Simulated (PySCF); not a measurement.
# KGe: from the state search to spectroscopic constants

The task here is to estimate one member of a computed series from the others.

Program: PySCF 2.14.0. Level of theory: K pcseg-1, Ge pcseg-1, no relativity. These are calculated values, not measurements.

Set-up of the first run:

Settings of the job:

```json
{"atoms": "K, Ge", "charge": "0", "basis": "K pcseg-1, Ge pcseg-1", "Hamiltonian": "no relativity", "basis functions": "51", "electrons treated": "51", "masses in u": "38.9637, 73.9212", "levels": "PBE0, PBE, r²SCAN, M06-L, BP86, MN15, HF, MP2, SCS-MP2, CCSD, CCSD(T)", "grid": "80 radial by 434 angular points", "occupations": "held fixed by the projection of orbital angular momentum", "dissociation limit": "K + Ge, each in its ground configuration", "starting distance in angstrom": "3.105", "values of 2S to try": "1, 3"}
```

Run with:

```
$ OMP_NUM_THREADS=1 python dia.py task.json out
```

Among the steps run: Input; PBE0 along the bond; Excited determinants; PBE; r²SCAN (meta-GGA); M06-L (meta-GGA); BP86 (GGA); MN15 (hybrid meta-GGA); UHF (mean field); Adding correlation.

One table of the session follows, with a row left open; its other results are not shown here.

Energy (eV) from each level's lowest point:

| R (Å) | UHF | UHF-MP2 | UHF-SCS-MP2 | UHF-CCSD | UHF-CCSD(T) |
| --- | --- | --- | --- | --- | --- |
| 2.642 | 0.559 | 0.462 | 0.477 | n/a | n/a |
| 2.765 | 0.289 | 0.223 | 0.234 | 0.238 | 0.235 |
| 2.888 | 0.123 | 0.084 | 0.090 | 0.093 | 0.091 |
| 2.980 | 0.051 | 0.027 | 0.031 | 0.033 | 0.032 |
| 3.072 | ? | ? | ? | ? | ? |
| 3.164 | 0.000 | 0.000 | 0.000 | 0.000 | 0.000 |
| 3.287 | 0.015 | 0.026 | 0.024 | 0.023 | 0.023 |
| 3.441 | 0.069 | 0.090 | 0.086 | 0.083 | 0.084 |
| 3.625 | 0.166 | 0.198 | 0.192 | 0.188 | 0.189 |
| 3.871 | 0.325 | 0.370 | 0.362 | n/a | n/a |

Q: Estimate the row for R (Å) = 3.072 from the others.

Worked estimate for «UHF». A straight line through the neighbours (2.980, 0.051) and (3.164, 0.000) gives 0.051 + (0.000 − 0.051) × (3.072 − 2.980) / (3.164 − 2.980) = 0.026; a parabola fitted to 4 rows on both sides gives 0.013.

As computed: UHF: 0.012; UHF-MP2: 0.002; UHF-SCS-MP2: 0.003; UHF-CCSD: 0.004; UHF-CCSD(T): 0.004. In «UHF» the line misses by +0.014 and the parabola by +0.001.
